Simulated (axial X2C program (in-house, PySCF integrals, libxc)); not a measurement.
**Linear SbOH⁻ at several levels**

Aim: the two bond lengths and stretching wavenumbers of linear SbOH⁻, with and without spin–orbit coupling, at PBE0, HF, LDA, MP2.

Computed with an in-house X2C program for linear molecules on PySCF integrals. Level: all-electron X2C, two-component (2c) or spin-free, Sb dyall-v3z, O dyall-av3z, H dyall-v3z.

All values are calculated.

2 further runs of the same task are left out: 2 set aside as unsound or not needed.

### 1 Set-up

File task.json:

```json
{"zs": [51, 8, 1], "q": -1, "bas": ["dyall-v3z", "dyall-av3z", "dyall-v3z"], "r0": [2.03, 0.96], "symm": 0, "scan": ["PBE0", "HF", "LDA"], "levels": ["PBE0", "HF", "B3LYP"], "nst": 2}
```

Keys: zs atomic numbers; q charge; bas basis sets; r0 starting distance in Å; symm equal bonds; scan levels of the two-bond scan (MP2 follows by itself at each HF point); levels methods; nst determinants followed.

Run with:

```sh
> python solin.py task.json out
```

Masses Sb 120.904, O 15.995, H 1.008 u.

### 2 Scan at PBE0, 2c

State: Ω = 3/2 (beyond evenly filled blocks: ω = 3/2). Energies above the lowest point, from the job's result record:

```tsv
r(Sb–O) (Å)	r(O–H) (Å)	E (meV)
1.9919	0.9243	30.88
1.9919	0.9480	16.35
1.9919	0.9717	33.66
2.0430	0.9243	15.69
2.0430	0.9480	0.00
2.0430	0.9717	16.15
2.0430	0.9954	59.19
2.0941	0.9243	34.43
2.0941	0.9480	17.55
2.0941	0.9717	32.50
2.1452	0.9480	60.28
2.1452	0.9954	114.56
```

A quadratic surface with cubic terms in each bond gives the minimum at 2.040 and 0.947 Å, force constants 2.11, 9.13 and coupling -0.16 mdyn/Å.

### 3 Scan at HF, 2c

State: Ω = 3/2 (beyond evenly filled blocks: ω = 3/2). Energies above the lowest point, from the job's result record:

```tsv
r(Sb–O) (Å)	r(O–H) (Å)	E (meV)
1.9919	0.9243	17.13
1.9919	0.9480	26.05
1.9919	0.9717	67.01
2.0430	0.9243	0.00
2.0430	0.9480	7.13
2.0430	0.9717	46.21
2.0430	0.9954	112.22
2.0941	0.9243	10.81
2.0941	0.9480	15.89
2.0941	0.9717	52.79
2.1452	0.9480	40.98
2.1452	0.9954	136.82
```

A quadratic surface with cubic terms in each bond gives the minimum at 2.046 and 0.931 Å, force constants 1.65, 10.1 and coupling -0.28 mdyn/Å.

### 4 Scan at LDA, 2c

State: Ω = 3/2 (beyond evenly filled blocks: ω = 3/2). Energies above the lowest point, from the job's result record:

```tsv
r(Sb–O) (Å)	r(O–H) (Å)	E (meV)
1.9919	0.9243	36.39
1.9919	0.9480	5.61
1.9919	0.9717	6.89
2.0430	0.9243	31.81
2.0430	0.9480	0.00
2.0430	0.9717	0.26
2.0430	0.9954	27.62
2.0941	0.9243	60.56
2.0941	0.9480	27.67
2.0941	0.9717	26.85
2.1452	0.9480	80.07
2.1452	0.9954	103.30
```

A quadratic surface with cubic terms in each bond gives the minimum at 2.025 and 0.959 Å, force constants 2.22, 8.48 and coupling -0.14 mdyn/Å.

### 5 Comparison

| level | r(Sb–O) (Å) | r(O–H) (Å) | lower stretch (cm⁻¹) | upper stretch (cm⁻¹) |
| --- | --- | --- | --- | --- |
| PBE0, 2c | 2.040 | 0.947 | 489.3 | 4047.7 |
| HF, 2c | 2.046 | 0.931 | 431.1 | 4250.8 |
| LDA, 2c | 2.025 | 0.959 | 501.9 | 3901.2 |
| MP2, 2c | 2.033 | 0.950 | 520.8 | 4019.5 |
| PBE0, spin-free | 2.027 | 0.946 | 510.0 | 4076.1 |
| HF, spin-free | 2.021 | 0.929 | 510.2 | 4300.9 |
| LDA, spin-free | 2.013 | 0.957 | 521.3 | 3945.3 |
| MP2, spin-free | 2.033 | 0.949 | 500.2 | 4049.6 |

Scans not shown above were run alike.

**Reading.** Over the levels the Sb–O bond spans 2.013 to 2.046 Å and the O–H bond 0.929 to 0.959 Å. At PBE0 going from spin-free to two-component moves the bonds by +0.013 and +0.001 Å. Each state is one determinant, the lowest of a limited PBE0 search; the stretches come from a fit to few points and are good to some per cent at best. The lower stretch spreads by more than a fifth over the levels, so it depends strongly on the method. MP2 freezes inner shells (threshold -2 hartree). For an anion the highest level of a functional can be positive, and the basis then holds the extra electron. The molecule was held linear; bending was not examined, so a bent shape may lie lower. Note: functional without a current term on a determinant with orbital currents, of the molecule or an atom.
